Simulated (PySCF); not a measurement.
# Te³⁺: the SCF solver's settings

The same problem is solved with other solver options, one edit a run.

The runs use PySCF 2.14.0; each script names its method and basis.

1 further run of the same task is left out (it didn't finish).

**1. The atom**

Te³⁺: 1 atom, charge 3, spin multiplicity 2.

**2. Base script**

The input, input.py:

```python
from pyscf import gto, scf, mp

mol = gto.M(
    atom='Te 0 0 0',
    basis='crenbl',
    ecp={'Te': 'crenbl'},
    charge=3,
    spin=1,
    verbose=4,
)
mf = scf.UHF(mol)
mf.kernel()
mp.MP2(mf).kernel()
mf.dip_moment()
print('orbital energies (hartree):', [e[max(0, n-3):n+3].round(4) for e, n in zip(mf.mo_energy, mol.nelec)])
```

On the command line:

```sh
> OMP_NUM_THREADS=1 python input.py
```

The log of this run is left out.

In short: E(SCF) = -92.382584 Eh, 7 cycles, E(MP2) − E(SCF) = -0.18713 Eh, ⟨S²⟩ = 0.755.

**3. Initial guess atom**

Run 1 changes initial guess: minao → atom.

The input, input.py:

```python
from pyscf import gto, scf, mp

mol = gto.M(
    atom='Te 0 0 0',
    basis='crenbl',
    ecp={'Te': 'crenbl'},
    charge=3,
    spin=1,
    verbose=4,
)
mf = scf.UHF(mol)
mf.init_guess = 'atom'
mf.kernel()
mp.MP2(mf).kernel()
mf.dip_moment()
print('orbital energies (hartree):', [e[max(0, n-3):n+3].round(4) for e, n in zip(mf.mo_energy, mol.nelec)])
```

On the command line:

```sh
> OMP_NUM_THREADS=1 python input.py
```

**4. Level shift 0.3 hartree**

Run 2 changes level shift: none → 0.3 hartree.

input.py: that of step 2 with these lines changed.

```diff
@@ -11,2 +11,3 @@
 mf = scf.UHF(mol)
+mf.level_shift = 0.3
 mf.kernel()
```

**5. Damping 0.95**

Run 3 changes damping: none → 0.95.

input.py: that of step 2 with these lines changed.

```diff
@@ -11,2 +11,4 @@
 mf = scf.UHF(mol)
+mf.damp = 0.95
+mf.diis_start_cycle = 8
 mf.kernel()
```

**6. Level shift 0.5 hartree**

Run 4 changes level shift: none → 0.5 hartree.

input.py: that of step 2 with these lines changed.

```diff
@@ -11,2 +11,3 @@
 mf = scf.UHF(mol)
+mf.level_shift = 0.5
 mf.kernel()
```

Before running it: what results should come out? Wanted: for each run, E(SCF); from base; gap, α spin; after the SCF.

The runs gave:

```csv
run,E(SCF) (hartree),from base (eV),cycles,"gap, α spin (eV)",after the SCF
base,-92.382584,0,7,9.69,MP2 correlation -5.092 eV
initial guess atom,-92.382584,0.0000,7,9.69,MP2 correlation -5.092 eV
level shift 0.3 hartree,-92.382584,0.0000,10,9.69,MP2 correlation -5.092 eV
damping 0.95,-92.382584,0.0000,13,9.69,MP2 correlation -5.092 eV
level shift 0.5 hartree,-92.382584,0.0000,11,9.69,MP2 correlation -5.092 eV
```

Distance from each run's final energy (log10 hartree) by cycle:

```csv
run,cycle 1,cycle 2,cycle 3,cycle 5,cycle 8,cycle 12
base,-0.9,-2.1,-3.5,-6.9,done,done
initial guess atom,-1.0,-2.3,-3.3,-6.5,done,done
level shift 0.3 hartree,-0.9,-2.1,-2.9,-5.1,-8.8,done
damping 0.95,-0.9,-0.9,-1.0,-1.1,-2.4,-9.3
level shift 0.5 hartree,-1.0,-2.0,-2.7,-4.4,-7.2,done
```

What this shows: No change of the SCF energy comes from initial guess atom or level shift 0.3 hartree or damping 0.95 or level shift 0.5 hartree. The base needs 7 cycles and the run with damping 0.95 needs 13.
